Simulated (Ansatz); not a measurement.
**BH₃OSe (SMILES BO[SeH]): single points off equilibrium**

The atoms stand at a structure displaced at random from a GFN2-xTB minimum. How far do the functionals agree with CCSD(T) there?

Program: Ansatz 0.2.0, Gaussian basis. Level of theory: single points in def2-TZVPP. These are calculated values, not measurements.

Correlated methods freeze the cores. Filled d shells of the heavier atoms are correlated.

## 1. The system as given

6 atoms, charge 0, spin multiplicity 1.

Atoms are counted from 1 here; the program's logs count them from 0.

Bond lengths: B1–O2 1.330 Å, B1–H4 1.141 Å, B1–H5 1.296 Å, O2–Se3 1.901 Å, Se3–H6 1.551 Å. Angles: O2–B1–H4 126.8°, O2–B1–H5 111.4°, H4–B1–H5 121.4°, B1–O2–Se3 127.0°, O2–Se3–H6 86.7°.

Coordinates:

```xyz
6
charge 0, multiplicity 1
B    -0.6710    0.4227   -0.7206
O    -0.0711    0.0156    0.3947
Se    1.6538   -0.7696    0.5435
H    -0.2800    0.3134   -1.7867
H    -1.8634    0.8698   -0.4804
H     1.3750   -0.8745    2.0652
```

## 2. CCSD(T)/def2-TZVPP

run/in.yaml reads:

```yaml
crystal:
  periodic: [false, false, false]
  atoms:
    - {symbol: B, position_ang: [-0.671000, 0.422700, -0.720600]}
    - {symbol: O, position_ang: [-0.071100, 0.015600, 0.394700]}
    - {symbol: Se, position_ang: [1.653800, -0.769600, 0.543500]}
    - {symbol: H, position_ang: [-0.280000, 0.313400, -1.786700]}
    - {symbol: H, position_ang: [-1.863400, 0.869800, -0.480400]}
    - {symbol: H, position_ang: [1.375000, -0.874500, 2.065200]}
basis:
  gaussian: {orbitals: def2-TZVPP}
correlation: {method: ccsd_t}
output: {forces: true}
```

The command line of these runs was not kept.

## 3. PBE0-D4/def2-TZVPP

run/in.yaml, as its differences from that of step 2:

```diff
@@ -11,3 +11,3 @@
   gaussian: {orbitals: def2-TZVPP}
-correlation: {method: ccsd_t}
-output: {forces: true}
+hamiltonian: {xc: pbe0, dispersion: d4}
+output: {forces: true, orbitals: {seedname: orbitals}}
```

## 4. wB97M-V/def2-TZVPP

run/in.yaml, as its differences from that of step 3:

```diff
@@ -11,3 +11,3 @@
   gaussian: {orbitals: def2-TZVPP}
-hamiltonian: {xc: pbe0, dispersion: d4}
-output: {forces: true, orbitals: {seedname: orbitals}}
+hamiltonian: {xc: {name: wB97M-V}}
+output: {forces: true}
```

## 5. r2SCAN-D4/def2-TZVPP

run/in.yaml, as its differences from that of step 4:

```diff
@@ -11,3 +11,3 @@
   gaussian: {orbitals: def2-TZVPP}
-hamiltonian: {xc: {name: wB97M-V}}
+hamiltonian: {xc: r2scan, dispersion: d4}
 output: {forces: true}
```

## 6. PBE-D4/def2-TZVPP

run/in.yaml, as its differences from that of step 5:

```diff
@@ -11,3 +11,3 @@
   gaussian: {orbitals: def2-TZVPP}
-hamiltonian: {xc: r2scan, dispersion: d4}
+hamiltonian: {xc: pbe, dispersion: d4}
 output: {forces: true}
```

## 7. wB97X-V/def2-TZVPP

run/in.yaml, as its differences from that of step 6:

```diff
@@ -11,3 +11,3 @@
   gaussian: {orbitals: def2-TZVPP}
-hamiltonian: {xc: pbe, dispersion: d4}
+hamiltonian: {xc: {name: wB97X-V}}
 output: {forces: true}
```

## 8. BLYP-D4/def2-TZVPP

run/in.yaml, as its differences from that of step 7:

```diff
@@ -11,3 +11,3 @@
   gaussian: {orbitals: def2-TZVPP}
-hamiltonian: {xc: {name: wB97X-V}}
+hamiltonian: {xc: {name: BLYP}, dispersion: d4}
 output: {forces: true}
```

(Steps that only read results are left out.)

**Question.** What will these runs give? Wanted: energy less free atoms, CCSD(T)/def2-TZVPP; RMS force component; RMS force error; HOMO and LUMO, PBE0-D4; T1 diagnostic.

The runs gave:

| quantity | value |
| --- | --- |
| energy less free atoms, CCSD(T)/def2-TZVPP | -1820.1 kJ/mol |
| RMS force component | 0.917 to 1.217 eV/Å over the methods |
| RMS force error | PBE0-D4 0.204, wB97M-V 0.126, r2SCAN-D4 0.230, PBE-D4 0.319, wB97X-V 0.141, BLYP-D4 0.391 eV/Å |
| HOMO and LUMO, PBE0-D4 | -7.19 and -2.33 eV |
| T1 diagnostic | 0.015 |

**Reading.** Against CCSD(T) the functionals' energies less atoms differ by -113.1 to -45.3 kJ/mol, PBE-D4 by -113.1 kJ/mol. The reference is not at the basis limit: in triple zeta CCSD(T) underbinds, which counts against methods that bind more; the gaps are no ranking. The forces of wB97M-V come nearest to CCSD(T), those of BLYP-D4 are farthest. Frozen-core CCSD(T) forces in triple zeta carry basis errors of their own, and this is one geometry, so small gaps rank nothing.
